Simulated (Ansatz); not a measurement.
Relaxation of a periodic cell of 41 atoms, Al₁₆GeO₂₄ (host Al2O3, host structure R-3c, interstitial Ge), to a largest force component of 0.08 eV/Å in at most 25 steps.

Computed with DFT r2SCAN, scalar-relativistic, plane waves, PAW in Ansatz 0.2.0. Settings: accuracy low, PAW set soft_1, cutoff 500 eV, k mesh 2x2x2, fermi-dirac smearing 0.05 eV, no spin polarisation.

```xyz
41
Lattice="-4.7605 -2.7485 4.3319 4.7605 -2.7485 4.3319 0.0000 5.4970 4.3319" Properties=species:S:1:pos:R:3
Al 0.000 0.000 4.577
Al 0.000 0.000 1.921
Al 0.000 0.000 8.419
Al 0.000 0.000 11.074
O -0.920 1.374 7.581
O -0.730 -1.484 7.581
O 1.650 0.110 7.581
O 0.920 -1.374 5.415
O 0.730 1.484 5.415
O -1.650 -0.110 5.415
Al 0.000 -2.748 8.908
Al 0.000 -2.748 6.253
Al 0.000 2.748 4.087
Al 0.000 2.748 6.742
O 3.840 1.374 7.581
O -0.730 1.264 3.249
O -3.110 0.110 7.581
O -3.840 -1.374 5.415
O 0.730 -1.264 9.747
O 3.110 -0.110 5.415
Al -2.380 1.374 8.908
Al -2.380 1.374 6.253
Al 2.380 -1.374 4.087
Al 2.380 -1.374 6.742
O 1.460 0.000 3.249
O 1.650 2.639 7.581
O -0.730 -4.013 7.581
O -1.460 0.000 9.747
O -1.650 -2.639 5.415
O 0.730 4.013 5.415
Al 2.380 1.374 8.908
Al 2.380 1.374 6.253
Al -2.380 -1.374 4.087
Al -2.380 -1.374 6.742
O 1.460 -2.748 7.581
O -3.110 2.639 7.581
O -0.730 -1.264 3.249
O -1.460 2.748 5.415
O 3.110 -2.639 5.415
O 0.730 1.264 9.747
Ge -0.071 -5.425 8.632
```

Question: Where does it end, and by what steps?

Answer: The run converged. Limits of this set-up: a small cell, in which the defect meets its images, a typed lattice constant that wasn't relaxed here, low accuracy level. After 8 steps the energy has fallen by 9.871 eV; Al4 moved furthest, 0.55 Å. The start is strongly strained (largest force component 12 eV/Å).

```csv
step,energy less start (eV),largest force component (eV/Å),accepted
0,0.0000,12.121,yes
1,-5.9149,5.242,yes
2,-8.8264,3.757,yes
3,-9.6120,0.678,yes
4,-9.6191,1.444,yes
5,-9.7289,1.049,yes
6,-9.8651,0.373,yes
7,-9.8665,0.203,yes
8,-9.8706,0.028,yes
```

```xyz
41
Lattice="-4.7605 -2.7485 4.3319 4.7605 -2.7485 4.3319 0.0000 5.4970 4.3319" Properties=species:S:1:pos:R:3
Al -0.002 0.002 4.574
Al -0.002 0.001 1.950
Al -0.002 0.002 8.160
Al -0.002 0.002 10.523
O -0.865 1.368 7.550
O -0.753 -1.429 7.551
O 1.613 0.067 7.551
O 0.868 -1.349 5.428
O 0.733 1.431 5.428
O -1.607 -0.076 5.428
Al -0.039 -2.696 8.944
Al -0.024 -2.706 6.301
Al 0.023 2.641 4.150
Al 0.027 2.756 6.772
O 3.690 1.075 7.675
O -0.749 1.217 3.270
O -3.106 0.168 7.602
O -3.764 -1.160 5.536
O 0.821 -1.248 9.638
O 3.088 -0.116 5.480
Al -2.320 1.383 8.945
Al -2.335 1.374 6.301
Al 2.272 -1.339 4.150
Al 2.369 -1.400 6.773
O 1.424 0.041 3.270
O 1.694 2.607 7.602
O -0.919 -3.732 7.675
O -1.495 -0.086 9.638
O -1.649 -2.616 5.480
O 0.873 3.841 5.536
Al 2.353 1.318 8.945
Al 2.354 1.336 6.301
Al -2.300 -1.297 4.150
Al -2.401 -1.351 6.772
O 1.407 -2.770 7.602
O -2.776 2.662 7.675
O -0.680 -1.253 3.270
O -1.445 2.737 5.480
O 2.885 -2.676 5.537
O 0.669 1.339 9.638
Ge -0.002 -5.495 8.296
```

Whether the end is a true minimum wasn't checked by a vibrational analysis.

The run took 2.6 min on 4 threads of Arm Neoverse V1, on a shared host, peak memory 2.1 GiB.
